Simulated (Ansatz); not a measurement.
Working through a rigid torsion scan of CH2ClNOSi, SMILES O[Si]1(Cl)C=N1

With the Python package of Ansatz (0.2.0).

Typed at the interpreter:
```pycon
>>> import ansatz as az
>>> from ase import Atoms
>>> BASIS = "def2-SVP"
>>> XC = "cam_b3lyp"
>>> FORCE_TOL = 0.02
>>> atoms = Atoms(["O", "Si", "Cl", "C", "N", "H", "H"], positions=[
...     (-0.8151, -0.0094, 1.5628),
...     (0.3951, 0.1913, 0.4985),
...     (1.7146, -1.2645, 0.9286),
...     (0.3093, 0.6532, -1.1752),
...     (-0.4843, -0.385, -1.0119),
...     (-1.5451, -0.5338, 1.1781),
...     (0.4867, 1.2803, -2.0265),
... ])
>>> # start the scan from a relaxed geometry
>>> first = (
...     az.Crystal.molecule_from_ase(atoms).calculation()
...     .basis(gaussian=BASIS)
...     .functional(XC)
...     .relax(force_tolerance=FORCE_TOL, max_steps=80)
... )
>>> atoms.positions = first.run(threads=1).report["positions_ang"]
>>> start = atoms.get_dihedral(2, 1, 0, 5)
>>> energies = {}
>>> for turn in range(0, 360, 40):
...     turned = atoms.copy()
...     turned.set_dihedral(2, 1, 0, 5, start + turn, indices=[0, 5])
...     model = az.Crystal.molecule_from_ase(turned).calculation()
...     model = model.basis(gaussian=BASIS)
...     model = model.functional(XC)
...     energies[round((start + turn) % 360)] = model.run(threads=1).report["free_energy_ev"]
...
>>> floor = min(energies.values())
>>> print("dihedral Cl2-Si1-O0-H5 (deg)   E - E(min) (kJ/mol)")
dihedral Cl2-Si1-O0-H5 (deg)   E - E(min) (kJ/mol)
>>> for angle, e in sorted(energies.items()):
...     print(f"{angle:8d} {96.485332 * (e - floor):14.3f}  " + "#" * int(30 * (e - floor) / max(max(energies.values()) - floor, 1e-9)))
...
      24          3.169  ###########
      64          6.971  ##########################
     104          7.946  ##############################
     144          3.308  ############
     184          0.000
     224          3.155  ###########
     264          6.789  #########################
     304          5.123  ###################
     344          2.221  ########
```

The scan is rigid and the energies are electronic, in a modest basis. With rigid groups the curve can differ much from the relaxed path, the start wasn't checked as a minimum of this torsion, and equivalent turns needn't return to the same energy. The whole script took 98 s on 1 thread of Intel(R) Xeon(R) Processor @ 2.30GHz, with other jobs on the host, peak memory 0.32 GiB.
